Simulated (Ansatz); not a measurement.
**BrH₅SSn (built from SMILES Br.[SH][SnH3]): a reaction path by the nudged elastic band**

Aim: the minimum-energy path between two given structures and its highest point. Both ends were relaxed at PBE0-D4 in triple zeta.

The runs use Ansatz 0.2.0, Gaussian basis; PBE0-D4/def2-SVP.

23 further runs of the same task are left out: 1 that didn't finish, 22 set aside as unsound or not needed.

## 1. Where the work starts

The first end: 8 atoms, charge 0, spin multiplicity 1.

Atoms are counted from 1 here; the program's logs count them from 0.

Bond lengths: Sn1–S2 2.427 Å, Sn1–H3 1.697 Å, Sn1–H4 1.703 Å, Sn1–H5 1.699 Å, S2–H8 1.344 Å, H6–Br7 1.453 Å. Angles: S2–Sn1–H3 104.0°, S2–Sn1–H4 107.9°, S2–Sn1–H5 107.9°, H3–Sn1–H4 112.0°, H3–Sn1–H5 113.1°, H4–Sn1–H5 111.5°, Sn1–S2–H8 94.1°.

Geometry (Å):

| atom | x (Å) | y (Å) | z (Å) |
| --- | --- | --- | --- |
| Sn1 | -0.74954 | -0.99007 | 0.06011 |
| S2 | 1.32446 | -0.07606 | 0.92804 |
| H3 | -0.28263 | -1.78425 | -1.36543 |
| H4 | -1.36922 | -2.07281 | 1.21952 |
| H5 | -1.81533 | 0.30402 | -0.21713 |
| H6 | 1.22654 | 1.51088 | -0.68703 |
| Br7 | 0.95061 | 2.41896 | -1.78729 |
| H8 | 0.71511 | 0.68934 | 1.84912 |

The second end:

```xyz
8

Sn   -1.2264   -0.4793   -0.6350
S     2.2004   -0.1032    1.1441
H    -0.0822   -1.5932   -1.2079
H    -1.4169   -0.4863    1.0515
H    -2.7186   -0.6168   -1.4454
H     1.9883    0.8554    0.2266
Br   -0.3864    1.7890   -1.2496
H     1.6418    0.6344    2.1157
```

## 2. The band at PBE0-D4/def2-SVP

Input file neb/in.yaml:

```yaml
crystal:
  periodic: [false, false, false]
  atoms:
    - {symbol: Sn, position_ang: [-0.749538, -0.990068, 0.060107]}
    - {symbol: S, position_ang: [1.324463, -0.076058, 0.928042]}
    - {symbol: H, position_ang: [-0.282625, -1.784248, -1.365435]}
    - {symbol: H, position_ang: [-1.369224, -2.072814, 1.219523]}
    - {symbol: H, position_ang: [-1.815334, 0.304018, -0.217126]}
    - {symbol: H, position_ang: [1.226541, 1.510879, -0.687035]}
    - {symbol: Br, position_ang: [0.950608, 2.418956, -1.787291]}
    - {symbol: H, position_ang: [0.715109, 0.689337, 1.849115]}
basis:
  gaussian: {orbitals: def2-SVP}
hamiltonian: {xc: pbe0, dispersion: d4}
neb:
  images: 5
  climbing: true
  max_iterations: 40
  initial_path: idpp
  final_atoms:
    - {symbol: Sn, position_ang: [-1.226448, -0.479301, -0.635004]}
    - {symbol: S, position_ang: [2.200415, -0.103194, 1.144071]}
    - {symbol: H, position_ang: [-0.082179, -1.593193, -1.207908]}
    - {symbol: H, position_ang: [-1.416895, -0.486258, 1.051484]}
    - {symbol: H, position_ang: [-2.718645, -0.616798, -1.445382]}
    - {symbol: H, position_ang: [1.988327, 0.855376, 0.226598]}
    - {symbol: Br, position_ang: [-0.386399, 1.789016, -1.249645]}
    - {symbol: H, position_ang: [1.641824, 0.634352, 2.115686]}
```

Launch:

```bash
$ ansatz run in.yaml --threads 4 --pin off --events-out ev --progress --plain --max-ram 9574MiB
```

**Question.** What will these runs give? Wanted: from earlier runs: barrier over the separately found saddle, CCSD(T)/def2-TZVPP.

As calculated:

```
                                                                       quantity                                                 value
                                                PBE0-D4/def2-SVP, 19 iterations  highest 60.3 kJ/mol (image 3), last end -34.0 kJ/mol
from earlier runs: barrier over the separately found saddle, CCSD(T)/def2-TZVPP                                           79.4 kJ/mol
```

In words: The highest image lies 60.3 kJ/mol above the first end, and it climbed, so it estimates the saddle. The ends are not quite minima at this level (largest force component 0.32 eV/Å), so the heights are unreliable: relaxing the first end would lower it and raise the barrier above it. The highest image is 19.1 kJ/mol below the CCSD(T) barrier in triple zeta, which comes from separate runs on the saddle.
